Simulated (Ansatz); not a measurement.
**CH₇ClGeO₂Si: a ladder of functionals and wavefunction methods**

How much do the methods differ for CH₇ClGeO₂Si? The plan is to run it at one geometry with functionals of several rungs and with coupled cluster, and see how far each lands from CCSD(T) at the basis-set limit for the atomisation energy.

Computed with Ansatz 0.2.0, Gaussian basis. Level: functionals in def2-TZVPP, the program's frozen cores in correlated methods.

The runs, in order: PBE-D4, r2SCAN-D4, PBE0-D4, B3LYP-D4, ωB97X-V, ωB97M-V, B2PLYP; CCSD(T)/def2-TZVPP; MP2/def2-QZVPP; extrapolation to the limit.

## (1) Structure used throughout

An earlier PBE0-D4 in a triple-zeta def2 set relaxation fixed the geometry.

SMILES `C[O][GeH]([Cl])[O][SiH3]`, 13 atoms, charge 0, spin multiplicity 1.

Atoms are counted from 1 here; the program's logs count them from 0.

Bond lengths: C1–O2 1.414 Å, C1–H7 1.095 Å, C1–H8 1.091 Å, C1–H9 1.096 Å, O2–Ge3 1.751 Å, Ge3–Cl4 2.147 Å, Ge3–O5 1.750 Å, Ge3–H10 1.519 Å, O5–Si6 1.642 Å, Si6–H11 1.486 Å, Si6–H12 1.487 Å, Si6–H13 1.483 Å. Angles: O2–C1–H7 111.8°, O2–C1–H8 107.5°, O2–C1–H9 111.7°, H7–C1–H8 108.5°, H7–C1–H9 108.9°, H8–C1–H9 108.4°, C1–O2–Ge3 120.6°, O2–Ge3–Cl4 108.7°, O2–Ge3–O5 110.5°, O2–Ge3–H10 108.7°, Cl4–Ge3–O5 107.0°, Cl4–Ge3–H10 111.9°, O5–Ge3–H10 110.0°, Ge3–O5–Si6 139.3°, O5–Si6–H11 111.0°, O5–Si6–H12 109.7°, O5–Si6–H13 108.1°, H11–Si6–H12 108.8° and more.

## (2) PBE-D4 (GGA)

File in.yaml:

```yaml
crystal:
  periodic: [false, false, false]
  atoms:
    - {symbol: C, position_ang: [0.445320, -1.202594, -1.574677]}
    - {symbol: O, position_ang: [1.544502, -0.647260, -0.879413]}
    - {symbol: Ge, position_ang: [1.339910, 0.778073, 0.117091]}
    - {symbol: Cl, position_ang: [0.528769, 2.354496, -1.094055]}
    - {symbol: O, position_ang: [0.186258, 0.469545, 1.396972]}
    - {symbol: Si, position_ang: [-1.436695, 0.332863, 1.602779]}
    - {symbol: H, position_ang: [-0.024556, -0.471683, -2.241335]}
    - {symbol: H, position_ang: [0.823130, -2.029718, -2.177652]}
    - {symbol: H, position_ang: [-0.312020, -1.594639, -0.886587]}
    - {symbol: H, position_ang: [2.686880, 1.155098, 0.710618]}
    - {symbol: H, position_ang: [-2.171396, 1.157829, 0.609127]}
    - {symbol: H, position_ang: [-1.843365, -1.088463, 1.441298]}
    - {symbol: H, position_ang: [-1.766727, 0.786453, 2.975844]}
basis:
  gaussian: {orbitals: def2-TZVPP}
hamiltonian: {xc: pbe, dispersion: d4}
output: {forces: true, orbitals: {seedname: orbitals}}
```

On the command line:

```console
$ ansatz run in.yaml --threads 2 --pin off --events-out ev --progress --plain --max-ram 32768MiB --backend cuda --devices 0, --max-vram 18GiB
```

The runs that follow: r2SCAN-D4 (meta-GGA); PBE0-D4 (hybrid); B3LYP-D4 (hybrid); ωB97X-V (range-separated); ωB97M-V (range-separated); B2PLYP (double hybrid); CCSD(T) in def2-TZVPP; MP2 in def2-QZVPP.

Before running them: what should the planned runs give, taken together? Wanted: atomisation energy, CCSD(T)/CBS; farthest; mean size of error, hybrid; mean size of error, range-separated; gap, smallest and largest; T1 diagnostic; triples share of the correlation energy.

The runs gave:

| quantity | value |
| --- | --- |
| atomisation energy, CCSD(T)/CBS | 4524.7 kJ/mol |
| functionals within 45.2 kJ/mol (1.0 %) | PBE-D4, r2SCAN-D4, ωB97X-V, ωB97M-V |
| farthest | B2PLYP (-82.4 kJ/mol) |
| mean size of error, hybrid | 58.3 kJ/mol |
| mean size of error, range-separated | 13.1 kJ/mol |
| gap, smallest and largest | 5.59 eV (PBE-D4), 12.76 eV (ωB97X-V) |
| T1 diagnostic | 0.0116 |
| triples share of the correlation energy | 3.7 % |

PBE-D4 misses by +1.9 kJ/mol. Double hybrids carry the basis error of their MP2 part in triple zeta, and no dispersion term here, so their miss is partly the set-up's. The reference freezes the cores and leaves out relativity and excitations past (T), and its outer-core shells are covered unevenly, so misses under about 45.2 kJ/mol can't be ranked. Hartree-Fock recovers 72 % of the binding; the rest is correlation. The gap grows from 5.6 to 12.8 eV across the functionals, mostly with the share of exact exchange. Correlated methods include outer-core shells of Ge, which these sets cover unevenly.
